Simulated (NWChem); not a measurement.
**SbH3 (SMILES [H][Sb]([H])[H]) at 6 levels**

Aim: a comparison of 6 runs (HF/STO-3G, HF/def2-SVP, PBE0/def2-SVP, PBE/def2-TZVP, SVWN5/def2-TZVP, CCSD(T)/def2-TZVP) of SbH3. 

Program for the calculation: NWChem 7.3.0.

**1. The structure to begin with**

SbH3 has 4 atoms, charge 0, and is taken as a singlet. As SMILES, `[H][Sb]([H])[H]`. The shape comes from GFN2-xTB, which is rough for such elements, and wasn't checked as a minimum.

Bond lengths: Sb1–H2 1.686 Å, Sb1–H3 1.685 Å, Sb1–H4 1.686 Å. Angles: H2–Sb1–H3 88.9°, H2–Sb1–H4 88.6°, H3–Sb1–H4 88.8°.

**2. Energy and forces at HF/STO-3G (run 1)**

input.nw reads:

```
START input
TITLE "H3Sb gradient"
memory total 2200 mb

GEOMETRY units angstrom noautosym nocenter noautoz
   Sb    -0.005390     0.006960     0.745310
   H      1.362810    -0.030960    -0.238400
   H     -0.656650     1.191140    -0.261420
   H     -0.700770    -1.167140    -0.245490
END

BASIS spherical bse
   * library STO-3G
END

SCF
   thresh 1e-08
   maxiter 80
   print low
END

TASK scf gradient
```

On the command line:

```bash
$ nwchem input.nw > input.out
```

Log:

```text
[...]
  functions       =    30
[...]
  wavefunction    = RHF
[...]
         Total SCF energy =  -6253.078799741406
      One-electron energy =  -8732.191137708180
      Two-electron energy =   2430.409253334167
 Nuclear repulsion energy =     48.703084632607
        Time for solution =      0.8s
[...]
                         RHF ENERGY GRADIENTS
    atom               coordinates                        gradient
                 x          y          z           x          y          z
   1 Sb     -0.010186   0.013152   1.408432   -0.000295   0.000939   0.047944
   2 H       2.575337  -0.058506  -0.450511    0.007739  -0.000560  -0.015903
   3 H      -1.240889   2.250928  -0.494012   -0.003673   0.006502  -0.015858
   4 H      -1.324263  -2.205575  -0.463909   -0.003771  -0.006882  -0.016182
 Task  times  cpu:        1.0s     wall:        1.0s
 Total times  cpu:        1.0s     wall:        1.0s
```

Wall time 1.6 s (1 thread of Intel Xeon 6975P-C (Granite Rapids), shared host); peak memory 0.096 GiB.

**3. Energy and forces at HF/def2-SVP (core potential) (run 2)**

sp.nw reads:

```
START sp
memory stack 880 mb heap 220 mb global 1100 mb
charge 0

GEOMETRY units angstroms noautosym nocenter noautoz
 Sb   -0.005390    0.006960    0.745310
 H     1.362810   -0.030960   -0.238400
 H    -0.656650    1.191140   -0.261420
 H    -0.700770   -1.167140   -0.245490
END

BASIS spherical bse
 * library def2-SVP
END

ECP bse
 Sb library def2-SVP
END

SCF
 nopen 0
 rhf
 thresh 1e-08
 maxiter 80
END

TASK scf gradient
```

On the command line:

```bash
$ nwchem sp.nw > sp.out
```

Log:

```text
[...]
  functions       =    41
[...]
  wavefunction    = RHF
[...]
         Total SCF energy =   -240.967495079480
      One-electron energy =   -465.770723890798
      Two-electron energy =    202.469515864883
 Nuclear repulsion energy =     22.333712946435
        Time for solution =      1.6s
[...]
                         RHF ENERGY GRADIENTS
    atom               coordinates                        gradient
                 x          y          z           x          y          z
   1 Sb     -0.010186   0.013152   1.408432    0.000022   0.000442   0.004036
   2 H       2.575337  -0.058506  -0.450511   -0.008417  -0.000020  -0.001386
   3 H      -1.240889   2.250928  -0.494012    0.004018  -0.007436  -0.001106
   4 H      -1.324263  -2.205575  -0.463909    0.004377   0.007014  -0.001545
[...]
```

It took 2.8 s on 1 thread of Intel Xeon 6975P-C (Granite Rapids), shared host; peak memory 0.097 GiB.

Runs 3 to 4 aren't shown in full; the table further down has their settings and results.

**4. Energy and gradient at SVWN5/def2-TZVP (core potential) (run 5)**

h3sb.nw reads:

```
start h3sb
memory total 2200 mb
charge 0
geometry units angstroms noautosym nocenter noautoz
  Sb   -0.005390    0.006960    0.745310
  H     1.362810   -0.030960   -0.238400
  H    -0.656650    1.191140   -0.261420
  H    -0.700770   -1.167140   -0.245490
end
basis "ao basis" spherical bse
  Sb library def2-TZVP
  H library def2-TZVP
end
ecp bse
  Sb library def2-TZVP
end
dft
  xc slater vwn_5
  grid xfine
  convergence energy 1e-08
  iterations 100
  mulliken
end
task dft gradient
```

On the command line:

```bash
$ nwchem h3sb.nw > h3sb.out
```

Log:

```text
[...]
          Wavefunction type:  closed shell.
          No. of atoms     :     4
          No. of electrons :    26
[...]
          Charge           :     0
          Spin multiplicity:     1
[...]
          AO basis - number of functions:    68
[...]
              XC Information
              --------------
                        Slater Exchange Functional  1.000 local
                      VWN V Correlation Functional  1.000 local
[...]
 d= 0,ls=0.0,diis     1   -241.6134431763 -2.64D+02  1.12D-02  1.44D-01     1.0
[...]
 d= 0,ls=0.0,diis     8   -241.6318409502  2.41D-10  7.53D-07  7.06D-09     5.2
         Total DFT energy =     -241.631840950243
      One electron energy =     -465.980022694326
           Coulomb energy =      222.016283726623
    Exchange-Corr. energy =      -20.001814928976
 Nuclear repulsion energy =       22.333712946435
[...]
      Total Density - Mulliken Population Analysis
     ---------------------------------------------
    Atom       Charge   Shell Charges
 -----------   ------   -------------------------------------------------------
    1 Sb  23    23.07   0.16 -0.68  1.62  0.90  1.17  0.66 -0.47  6.43  1.10  1.54  0.51  8.88  1.11  0.11  0.00  0.01
    2 H    1     0.98   0.22  0.51  0.24  0.01
    3 H    1     0.98   0.22  0.51  0.24  0.01
    4 H    1     0.98   0.22  0.51  0.24  0.01
[...]
  wavefunction    = closed shell
                         DFT ENERGY GRADIENTS
    atom               coordinates                        gradient
                 x          y          z           x          y          z
   1 Sb     -0.010186   0.013152   1.408432    0.000131   0.000252  -0.011282
   2 H       2.575337  -0.058506  -0.450511   -0.007761   0.000060   0.003725
   3 H      -1.240889   2.250928  -0.494012    0.003674  -0.006792   0.003975
   4 H      -1.324263  -2.205575  -0.463909    0.003956   0.006480   0.003583
[...]
```

Run time: 7.5 s. Hardware: 1 thread of Intel Xeon 6975P-C (Granite Rapids), shared host; peak memory 0.14 GiB.

**5. A single-point energy at CCSD(T)/def2-TZVP (core potential) (run 6)**

h3sb.nw reads:

```
start h3sb
title "SbH3"
memory 2200 mb

geometry units angstroms noautosym nocenter noautoz
Sb   -0.005390    0.006960    0.745310
H     1.362810   -0.030960   -0.238400
H    -0.656650    1.191140   -0.261420
H    -0.700770   -1.167140   -0.245490
end

basis spherical bse
* library def2-TZVP
end

ecp bse
Sb library def2-TZVP
end

scf
nopen 0
rhf
thresh 1e-08
maxiter 80
end

ccsd
freeze core 4
maxiter 60
end

task ccsd(t)
```

On the command line:

```bash
$ nwchem h3sb.nw > h3sb.out
```

Log:

```text
[...]
  functions       =    68
[...]
  wavefunction    = RHF
[...]
         Total SCF energy =   -240.978387724393
      One-electron energy =   -465.835203569161
      Two-electron energy =    202.523102898332
 Nuclear repulsion energy =     22.333712946435
        Time for solution =      5.1s
[...]
 Total MP2 energy:           -241.335972257690912
[...]
             energy      energy      error      ampl     ampl      Block
                                                time     time      time
[...]
 Total CCSD energy:           -241.347055776298390
[...]
 Total CCSD+T(CCSD) energy:           -241.356925590929080
[...]
 Total CCSD(T) energy:                -241.356188921270501
[...]
```

Run time: 35 s. Hardware: 1 thread of Intel Xeon 6975P-C (Granite Rapids), shared host; peak memory 0.15 GiB.

**6. All runs side by side**

| run | level | core potential | iteration cap | energy (Eh) | largest force (eV/Å) | wall time |
| --- | --- | --- | --- | --- | --- | --- |
| 1 | HF/STO-3G | – | 80 | -6253.078800 | 2.466 | 1.6 s |
| 2 | HF/def2-SVP (core potential) | def2-SVP | 80 | -240.967495 | 0.439 | 2.8 s |
| 3 | PBE0/def2-SVP (core potential) | def2-SVP | 100 | -242.018225 | 0.504 | 8.7 s |
| 4 | PBE/def2-TZVP (core potential) | def2-TZVP | 100 | -242.014202 | 0.746 | 14 s |
| 5 | SVWN5/def2-TZVP (core potential) | def2-TZVP | 100 | -241.631841 | 0.580 | 7.5 s |
| 6 | CCSD(T)/def2-TZVP (core potential) | def2-TZVP | 80 | -241.356189 | – | 35 s |

**7. Outcome**

| quantity | value |
| --- | --- |
| run 6: total energy | -241.35619 Eh |
| run 6: HOMO energy (Hartree–Fock orbitals) | -9.94 eV |
| run 6: LUMO energy (Hartree–Fock orbitals) | 2.53 eV |
| run 6: HOMO–LUMO gap (Hartree–Fock orbitals) | 12.47 eV |
| run 6: correlation energy (4 core orbitals frozen) | -377.8 mEh |
| run 6: (T) correction | -9.13 mEh |

**Reading.** Over runs 2, 3, 4, 5 the dipole moment (its size) runs from 0.18 D (PBE0/def2-SVP) to 0.38 D (PBE/def2-TZVP). The two ends differ in method and basis. Over runs 2, 3, 4, 5 the HOMO–LUMO gap runs from 5.76 eV (PBE/def2-TZVP) to 12.88 eV (HF/def2-SVP). Totals of different functionals can't be ranked against each other. Some runs of one species differ in core potentials or relativity; totals across that change don't compare. In run 1 the basis is minimal, so the values are rough. In run 1 relativity is left out where basis or elements ask for it. All runs together took 69 s, the longest 35 s.
